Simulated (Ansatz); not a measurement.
**GaNHS (quartet): from Hartree-Fock to the top rungs, cc-pVDZ**

An exercise on one series of results from a longer session: the logs are not shown, and one member is left open.

Computed with Ansatz 0.2.0, Gaussian basis. Level: cc-pVDZ, core rule «outside noble gas», up to 20 orbitals frozen.

To be run: UHF; CCSD(T) on ROHF; CCSD(T) on UHF; BCCD(T) on ROHF; CISD as a restricted active space (open shells left free, so some higher excitations enter); CCSDT(Q) on ROHF; CCSDT(Q) on UHF; CASSCF and NEVPT2, 11 electrons in 11 orbitals.

26 further runs of the same task are left out: 7 for a known fault of the program, 10 that didn't finish, 9 set aside as unsound or not needed. Runs told in other sessions of the task aren't counted.

## The geometry

The geometry is a PBE0/def2-TZVP stationary point (not a proven minimum). No spin-orbit coupling is included. The filled d shell of Ga may be among the frozen orbitals whatever the setting's name suggests.

4 atoms, charge 0, spin multiplicity 4.

Atoms are counted from 1 here; the program's logs count them from 0.

Bond lengths: N1–Ga2 1.958 Å, N1–H4 1.030 Å, Ga2–S3 2.153 Å. Angles: Ga2–N1–H4 113.3°, N1–Ga2–S3 92.6°.

Set-up of the first run:

in.yaml

```yaml
crystal:
  periodic: [false, false, false]
  atoms:
    - {symbol: N, position_ang: [0.000000, -1.403476, 1.173608]}
    - {symbol: Ga, position_ang: [0.000000, 0.426448, 0.478262]}
    - {symbol: S, position_ang: [0.000000, -0.247562, -1.566231]}
    - {symbol: H, position_ang: [0.000000, -2.120276, 0.433493]}
basis:
  gaussian: {orbitals: cc-pVDZ}
magnetization: {spin_polarized: true, initial_magnetization: 3}
hamiltonian: {xc: hf}
output: {orbitals: {seedname: orbitals}}
```

Started as:

```console
ansatz run in.yaml --threads 1 --pin off --events-out ev --progress --plain --max-ram 2393MiB
```

Steps of the session up to this table: UHF; CCSD(T) on ROHF; CCSD(T) on UHF; BCCD(T) on ROHF; CISD as a restricted active space (open shells left free, so some higher excitations enter); CCSDT(Q) on ROHF; CCSDT(Q) on UHF; CASSCF and NEVPT2, 11 electrons in 11 orbitals.

One of the session's tables, all rows but one given; the rest of the session is left out.

```
        method  from RCCSDT(Q) (kJ/mol)
           UHF                   +892.9
          RMP2                        ?
          UMP2                   +155.3
         RCCSD                    +51.1
         UCCSD                    +47.7
      RCCSD(T)                    +10.9
      UCCSD(T)                    +15.2
       BCCD(T)                    +13.3
        RCCSDT                     +4.7
        UCCSDT                     +4.7
     RCCSDT(Q)                        0
     UCCSDT(Q)                     -1.5
CASSCF valence                   +697.4
NEVPT2 valence                   +127.6
```

Q: Estimate the row for RMP2 from the others.

**Answer.** from RCCSDT(Q) (kJ/mol): +143.2. In the column «from RCCSDT(Q) (kJ/mol)» it lies between NEVPT2 valence (+127.6) and UMP2 (+155.3).

Not comparable, so not listed: CISD as a restricted active space (open shells left free, so some higher excitations enter) (they don't share determinant, frozen orbitals or solution with the rows shown, or repeat one).

Caveats from the session: Left out of the table: ROHF (another determinant or state than the rows shown). Warnings: coupled cluster took another determinant than the lowest; large T1 diagnostic. Restricted and unrestricted rows rest on different reference determinants; a gap between their highest levels can come from leftover correlation error, from unlike frozen cores or from another state.
